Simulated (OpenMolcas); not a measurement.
# Pt²⁺ in CsCaBr3: CASSCF and CASPT2 levels and susceptibility

Aim: the ligand-field states of Pt²⁺ in this surrounding, its lowest levels with spin-orbit coupling and its magnetic susceptibility.

Program: OpenMolcas 26.06. Level of theory: state-averaged CASSCF and CASPT2, spin-orbit coupling by RASSI with atomic mean-field integrals. These are calculated values, not measurements, unless marked.

## (1) What is computed

* Species: Pt²⁺ (platinum, Z = 78, 76 electrons)
* Basis: ANO-RCC-VTZP [8s7p5d3f1g], 270 functions with the ligands
* Scalar Hamiltonian: DKH2, point nucleus
* Inactive shells: 1s 2s 2p 3s 3p 3d 4s 4p 4d 4f 5s 5p of the metal, and all ligand shells
* Active space: 8 electrons in 5 orbitals (5d)
* Some configurations of this space: 5d⁸
* Orbitals: optimised for each spin and parity, averaged over all roots

The outer shells:

5d8
```
5d [↑↓][↑↓][↑↓][↑ ][↑ ]
```

Pt²⁺ is taken with its 6 nearest bromide ions at 2.71 Å, on the cation site of CsCaBr3 (a = 5.69 Å). The rest of the host is ab initio model potentials to 7.6 Å, with orthogonalisation functions on the cations behind the ligands, and point charges beyond; the distance is set by hand, nothing relaxes, and no local charge compensation is placed. Ligand basis ANO-RCC-VDZP.

```xyz
15

Pt    0.0000    0.0000    0.0000
Br    2.7100    0.0000    0.0000
Br    0.0000    2.7100    0.0000
Br   -2.7100    0.0000    0.0000
Br    0.0000   -2.7100    0.0000
Br    0.0000    0.0000    2.7100
Br    0.0000    0.0000   -2.7100
Cs    2.8450   -2.8450   -2.8450
Cs   -2.8450    2.8450    2.8450
Cs    2.8450   -2.8450    2.8450
Cs   -2.8450    2.8450   -2.8450
Cs    2.8450    2.8450   -2.8450
Cs   -2.8450   -2.8450    2.8450
Cs    2.8450    2.8450    2.8450
Cs   -2.8450   -2.8450   -2.8450
```

Each step is its own input file, run in one work folder so that later steps find the files of earlier ones. Labels, J, g values, rates, χT and fits are worked out afterwards by a script from the matrices that RASSI stores.

## (2) Basis and integrals

Contents of a.inp:

```
&GATEWAY
Basis set
Pt.ANO-RCC-VTZP.
Pt1 0.0 0.0 0.0 Angstrom
End of basis
Basis set
Br.ANO-RCC-VDZP.
L1 2.710000 0.000000 0.000000 Angstrom
L2 0.000000 2.710000 0.000000 Angstrom
L3 0.000000 0.000000 2.710000 Angstrom
End of basis
Basis set
Ca.EMB-AIMP.Sanchez-Sanz.10s7p.1s1p.ECP.CsCaBr3.
PseudoCharge
* 3 symmetry-unique lattice sites within 7.6 angstrom
End of basis
Basis set
Cs.EMB-AIMP.Sanchez-Sanz.0s.0s.ECP.CsCaBr3.
PseudoCharge
* 4 symmetry-unique lattice sites within 7.6 angstrom
End of basis
Basis set
Br.EMB-AIMP.Sanchez-Sanz.0s.0s.ECP.CsCaBr3.
PseudoCharge
* 12 symmetry-unique lattice sites within 7.6 angstrom
End of basis
Symmetry
XYZ
AngMom=0.0 0.0 0.0
AMFI
RICD
XField
1570 Angstrom 0
* Evjen-weighted lattice charges
&SEWARD
```

The run is started by

```console
$ OMP_NUM_THREADS=1 MOLCAS_MEM=2457 MOLCAS_PROJECT=a pymolcas a.inp > a.log
```

## (3) Reference wave functions, triplets, 10 roots

Contents of a.inp:

```
&RASSCF
FileOrb=start.orb
Symmetry=1
Spin=3
nActEl=8 0 0
Inactive=69 73
Ras2=5 0
CIRoot=10 10 1
SDav=10
CIMx=300
Iter=150 100
PrWF=0.3
OrbListing=Nothing
MaxOrb=0
LevShft=1.0
>>> COPY $Project.JobIph JOB001
```

start.orb holds start orbitals that the driver prepared beforehand, or those of the step before.

## (4) Reference wave functions, singlets, 15 roots

Contents of a.inp:

```
&RASSCF
FileOrb=start.orb
Symmetry=1
Spin=1
nActEl=8 0 0
Inactive=69 73
Ras2=5 0
CIRoot=15 15 1
SDav=15
CIMx=300
Iter=150 100
PrWF=0.3
OrbListing=Nothing
MaxOrb=0
LevShft=1.0
>>> COPY $Project.JobIph JOB002
```

## (5) RASSI: spin-orbit coupling between the states

Contents of a.inp:

```
&RASSI
NrOfJobIphs=2 10 15
1 2 3 4 5 6 7 8 9 10
1 2 3 4 5 6 7 8 9 10 11 12 13 14 15
IphNames
JOB001
JOB002
EJob
SpinOrbit
DIPRint=1.0
SOCoupling=1000.0
Subsets=2
Property=9
'ANGMOM' 1 'ANGMOM' 2 'ANGMOM' 3 'MLTPL  1' 1 'MLTPL  1' 2 'MLTPL  1' 3
'AMFI' 1 'AMFI' 2 'AMFI' 3
SOProperty=3
'ANGMOM' 1 'ANGMOM' 2 'ANGMOM' 3
```

## (6) CASPT2: IPEA 0.25, imaginary shift 0.1 (100 orbitals frozen, the lowest in energy)

Contents of a.inp:

```
>>> COPY JOB001 $Project.JobIph
&CASPT2
Multistate=10 1 2 3 4 5 6 7 8 9 10
NoMult
Frozen=42 58
IPEA=0.25
Imaginary=0.1
MaxIter=60
WThr=0.0 0.3 0.05
PrWF=0.5
NoMix
>>> COPY JOB002 $Project.JobIph
&CASPT2
Multistate=15 1 2 3 4 5 6 7 8 9 10 11 12 13 14 15
NoMult
Frozen=42 58
IPEA=0.25
Imaginary=0.1
MaxIter=60
WThr=0.0 0.3 0.05
PrWF=0.5
NoMix
```

(Steps that only read results are left out.)

Before running it: what results should come out? Wanted: spin-free ground state; first state of the same spin within the active space; lowest level; next level.

The runs gave:

| quantity | value |
| --- | --- |
| method | SS-CASPT2, IPEA 0.25, imaginary shift 0.1 (100 orbitals frozen, the lowest in energy) |
| spin-free ground state | 3A2, 1-fold in its orbital part |
| first state of the same spin within the active space | 3T2 at 13300 cm⁻¹ |
| lowest level | 3-fold T2 |
| next level | 4591.8 cm⁻¹ |
| χT at 300 K | 1.73 cm³ K/mol |
| effective moment at 300 K | 3.72 μB |

Cost by method:

```tsv
method	time of its own steps	time with the reference
A. CASSCF	2.6 min	2.6 min
B. SS-CASPT2, IPEA 0.25, imaginary shift 0.1 (100 orbitals frozen, the lowest in energy)	8.8 min	11 min
```

Times are of one thread on a shared host.

The spin-free ground state (3A2) is 1-fold and keeps the highest spin of the shell. χT at 300 K is 1.73, against 1.00 cm³ K/mol for the spin alone, so orbital moment adds to it. CASPT2 does not keep the components of a term degenerate, and the means are used. The frozen orbitals are chosen by energy, so an outer shell of the metal can be frozen while a deeper shell elsewhere is correlated. The bonds are covalent and no ligand orbital is active, so the numbers are rough.
